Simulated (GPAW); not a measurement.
Runs of GPAW 26.7.0 on GaF. Symmetry: F-43m, No. 216, cubic system. Conventional cell: a = 5.692 Å, b = 5.692 Å, c = 5.692 Å, α = 90.00°, β = 90.00°, γ = 90.00°. Around Ga (site symmetry -43m) lie 4 F at 2.46 Å. Around F (site symmetry -43m) lie 4 Ga at 2.46 Å. The cell was built by a generator and needn't be a form met in nature.

```tsv
level	gap on the mesh (eV)	pressure (GPa)	relaxed volume (Å³/atom)
revPBE+D3(BJ)+ATM	2.57	-0.1	24.48
revPBE	(a)	0.0	23.38
revPBE+D3	2.64	0.0	24.92
revPBE+D3(op)	2.57	-0.1	24.43
revPBE+D4	2.14	0.1	(b)
revPBE+D3(BJ)	2.57	-0.1	24.48
```

Alike in all rows: task relaxation of cell and atoms; potentials or basis the program's PAW data sets (release 1.2.1) made for this functional, pw; no spin polarisation; cell relaxed; k mesh 8 × 8 × 8; cutoff (eV) 800; smearing fermi-dirac 0.05 eV.

Q: Fill in the values left out.

A: (a) 2.40; (b) 22.06.

Caveats: the data sets keep Ga 3d, Li 1s and Be 1s frozen, and some such compounds lay over 1.5 % in volume off other programs; later steps reuse the first step's grids.

A k mesh can miss the band edges, and the runs leave out spin-orbit coupling on Ga.
